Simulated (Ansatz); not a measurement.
**AgRh in Ansatz: convergence with smearing width**

Input of the first run (smearing width 0.3 eV); the others differ in this setting and in those tied to it:

File input.yaml:

```yaml
crystal:
  lattice:
    - [2.7775881998, 0.0, 0.0]
    - [-1.3887940999, 2.4054619423, 0.0]
    - [0.0, 0.0, 4.808602]
  atoms:
    - { symbol: Ag, position: [0.0, 0.0, 0.5] }
    - { symbol: Rh, position: [0.6666666667, 0.3333333333, 0.0] }
hamiltonian:
  xc: lda
  pseudopotentials: { kind: nc, accuracy: stringent }
kpoints:
  mp_grid: { grid: [9, 9, 5] }
scf:
  occupations: { method: methfessel_paxton, width: 0.3 }
output:
  forces: true
  stress: true
  eigenvalues: true
```

Potentials or basis: PseudoDojo stringent (LDA files).

The run is started by

```bash
$ ansatz run input.yaml --threads 2 --pin off --max-ram 5632MiB --backend cpu --events-out ev --progress --plain --runs-dir out
```

The cell comes from a database or a generator and needn't be the stable form of this composition.

Hardware: 2 threads of Arm Neoverse V2 (shared host).

| smearing width | energy less the tightest run, at zero smearing (meV/atom) | pressure (GPa) | SCF cycles | CPU time (s) | peak memory (GiB) |
| --- | --- | --- | --- | --- | --- |
| 0.3 eV | -1.46 | -15.40 | 9 | 8.4 | 0.35 |
| 0.2 eV | -0.53 | -15.45 | 9 | 8.6 | 0.36 |
| 0.15 eV | -0.26 | -15.46 | 9 | 8.6 | 0.36 |
| 0.1 eV | -0.15 | -15.47 | 9 | 8.7 | 0.35 |
| 0.05 eV | -0.25 | -15.46 | 11 | 10 | 0.36 |
| 0.025 eV | -0.06 | -15.45 | 12 | 11 | 0.35 |
| 0.01 eV | -0.01 | -15.45 | 12 | 11 | 0.36 |
| 0.005 eV | 0.00 | -15.45 | 14 | 12 | 0.36 |

Against the tightest run, the energy stays within 1 meV/atom from 0.2 eV on; the pressure stays within 0.1 GPa from 0.3 eV on. Narrower smearing needs a denser k mesh, so at a fixed mesh the narrowest width isn't the most accurate. The tightest run that finished is the yardstick and may itself not be fully converged.

Caveat, for the tightest run too: so large a pressure means that the cell lies far from this level's equilibrium, or that cutoff or potentials fall short.
